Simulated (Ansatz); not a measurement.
# Ti: a line through a two-coordinate scan

An exercise on one series of results from a longer session: the logs are not shown, and one member is left open.

This is Ti in the fcc structure; at room conditions it is hcp.

Program: Ansatz 0.2.0. Level of theory: DFT LDA, scalar-relativistic, plane waves, PAW. These are calculated values, not measurements.

28 further runs of the same task are left out: 28 set aside as unsound or not needed.

**The structure to begin with**

It takes space group Fm-3m (No. 225, cubic). The conventional cell has a = 4.001 Å, b = 4.001 Å, c = 4.001 Å, α = 90.00°, β = 90.00°, γ = 90.00°. Ti (site symmetry m-3m) has 12 Ti at 2.83 Å as nearest neighbours.

Structure file:

```cif
data_structure
_symmetry_space_group_name_H-M 'Fm-3m'
_symmetry_Int_Tables_number 225
_cell_length_a 4.0011
_cell_length_b 4.0011
_cell_length_c 4.0011
_cell_angle_alpha 90.000
_cell_angle_beta 90.000
_cell_angle_gamma 90.000
_cell_volume 64.05
loop_
_atom_site_label
_atom_site_type_symbol
_atom_site_symmetry_multiplicity
_atom_site_Wyckoff_symbol
_atom_site_fract_x
_atom_site_fract_y
_atom_site_fract_z
_atom_site_occupancy
Ti1 Ti 4 a 0.00000 0.00000 0.00000 1
```

This cell was relaxed beforehand with the same method: volume 16.01 Å³/atom, gap on the mesh none (metal).

**Plan of the line**

The energy is mapped over volume and a fixed ferromagnetic moment.

- volume per atom: 7 values from 13.13 to 18.89 Å³
- total spin moment of the cell, held fixed: 9 values from 0.000 to 1.000 μB

Nothing else is relaxed (shape and fractional coordinates fixed). Points are written as (first, second).

The first run:

input.yaml

```yaml
crystal:
  lattice:
    - [0.0, 1.8724558086, 1.8724558086]
    - [1.8724558086, 0.0, 1.8724558086]
    - [1.8724558086, 1.8724558086, 0.0]
  atoms:
    - { symbol: Ti, position: [0.0, 0.0, 0.0], spin: 0.375 }
basis:
  ecutwfc: 520.0
kpoints:
  mp_grid: { grid: [22, 22, 22] }
hamiltonian:
  xc: lda
scf:
  occupations: { method: gaussian, width: 0.15 }
  lower_state_search: "off"
output:
  forces: true
  stress: true
  eigenvalues: true
  populations: true
magnetization:
  spin_polarized: true
  initial_magnetization: 0.375
  spin_locking: { lock_magnetization: hard }
```

Run with:

```bash
$ ansatz run input.yaml --threads 1 --pin off --max-ram 2048MiB --backend cpu --events-out ev --progress --plain --runs-dir out
```

Among the steps run: The run at (13.13 Å³, 0.375 μB); The run at (14.09 Å³, 0.375 μB); Grid point (15.05 Å³, 0.375 μB); Grid point (16.01 Å³, 0.375 μB); The run at (16.97 Å³, 0.375 μB); The run at (17.93 Å³, 0.375 μB); The run at (18.89 Å³, 0.375 μB).

One of the session's tables, all rows but one given; the rest of the session is left out.

| volume per atom (Å³) | energy (meV/atom) | pressure (GPa) |
| --- | --- | --- |
| 13.13 | 277 | 34.5 |
| 14.09 | 114 | 20.2 |
| 15.05 | ? | ? |
| 16.01 | 0 | 0.6 |
| 16.97 | 17 | −5.9 |
| 17.93 | 68 | −10.9 |
| 18.89 | 145 | −14.7 |

**Question.** Estimate the row for volume per atom (Å³) = 15.05.

Worked estimate for «energy (meV/atom)». A straight line through the neighbours (14.09, 114) and (16.01, 0) gives 114 + (0 − 114) × (15.05 − 14.09) / (16.01 − 14.09) = 57; a parabola fitted to 4 rows on both sides gives 27.

The run gave: energy (meV/atom): 28; pressure (GPa): 9.1. In «energy (meV/atom)» the line misses by +29 and the parabola by -1.

Energies count from the lowest point of the line.

A parabola through the lowest point and its two neighbours puts the minimum at 16.135 Å³, with a curvature of about 48 meV/atom per (Å³)². The well is lopsided: two grid steps out, the energy rises by 114 meV/atom towards smaller values and 68 meV/atom towards larger ones. The highest point computed, at 13.13 Å³, lies 277 meV/atom above the lowest.

Limits of these values: Warnings in the runs' records: stress scf threshold loose.
